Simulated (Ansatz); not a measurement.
# Li4Ni3Sn5O16: the cost of one run

All numbers below are computed with Ansatz 0.2.0 (DFT PBEsol, plane waves, PAW, scalar-relativistic, collinear spin).

## (1) The system as given

The cell holds 28 atoms (Li4Ni3O16Sn5): a = 6.111 Å, b = 6.172 Å, c = 9.908 Å, α = 89.26°, β = 89.93°, γ = 60.57°.

The coordinates stand in the first input below.

## (2) Run 1

30 steps of 1 fs under a Nosé-Hoover thermostat at 900 K.

Input file input.yaml:

```yaml
crystal:
  lattice:
    - [6.110678, 0.0, 0.0]
    - [3.032743, 5.375119, 0.0]
    - [0.011487, 0.140731, 9.907486]
  atoms:
    - { symbol: Li, position: [0.33274, 0.325375, 0.107689] }
    - { symbol: Li, position: [0.022288, 0.018183, 0.012095] }
    - { symbol: Li, position: [0.010703, 0.009275, 0.502354] }
    - { symbol: Li, position: [0.663719, 0.670356, 0.595865] }
    - { symbol: Ni, position: [0.168954, 0.170238, 0.783955], spin: 0.8 }
    - { symbol: Ni, position: [0.339032, 0.828844, 0.287418], spin: 0.8 }
    - { symbol: Ni, position: [0.827787, 0.339906, 0.284802], spin: 0.8 }
    - { symbol: Sn, position: [0.166387, 0.660213, 0.784789] }
    - { symbol: Sn, position: [0.326691, 0.331094, 0.505457] }
    - { symbol: Sn, position: [0.660334, 0.168524, 0.78624] }
    - { symbol: Sn, position: [0.829372, 0.831683, 0.285729] }
    - { symbol: Sn, position: [0.657133, 0.657168, 0.014368] }
    - { symbol: O, position: [0.159186, 0.680039, 0.406] }
    - { symbol: O, position: [0.484993, 0.485692, 0.654605] }
    - { symbol: O, position: [0.332751, 0.333019, 0.899827] }
    - { symbol: O, position: [0.999563, 0.001298, 0.687594] }
    - { symbol: O, position: [0.022893, 0.989891, 0.19493] }
    - { symbol: O, position: [0.679583, 0.169033, 0.40021] }
    - { symbol: O, position: [0.03047, 0.486686, 0.654074] }
    - { symbol: O, position: [0.485836, 0.034675, 0.65321] }
    - { symbol: O, position: [0.838, 0.835, 0.908947] }
    - { symbol: O, position: [0.157882, 0.167396, 0.395061] }
    - { symbol: O, position: [0.517349, 0.961383, 0.155281] }
    - { symbol: O, position: [0.962152, 0.50472, 0.162548] }
    - { symbol: O, position: [0.644741, 0.67602, 0.390713] }
    - { symbol: O, position: [0.325189, 0.831621, 0.904026] }
    - { symbol: O, position: [0.520608, 0.508107, 0.168795] }
    - { symbol: O, position: [0.833369, 0.324858, 0.905578] }
magnetization:
  spin_polarized: true
basis:
  ecutwfc: 420.0
kpoints:
  mp_grid: { grid: [2, 2, 1] }
hamiltonian:
  xc: pbesol
scf:
  occupations: { method: fermi_dirac, width: 0.05 }
  lower_state_search: "off"
md:
  timestep: 1
  n_steps: 30
  ensemble: nvt_nose_hoover
  temperature: 900.0
  initial_velocities: maxwell_boltzmann
  seed: 429081
  nose_hoover: { tau: 100.0, chain_length: 3 }
```

Command:

```console
$ ansatz run input.yaml --threads 2 --pin off --max-ram 5120MiB --backend cpu --events-out ev --progress --plain --runs-dir out
```

What time and memory should one allow on 2 threads of Arm Neoverse V2, shared host?

About 9.3 min, with a peak of 1 GiB.
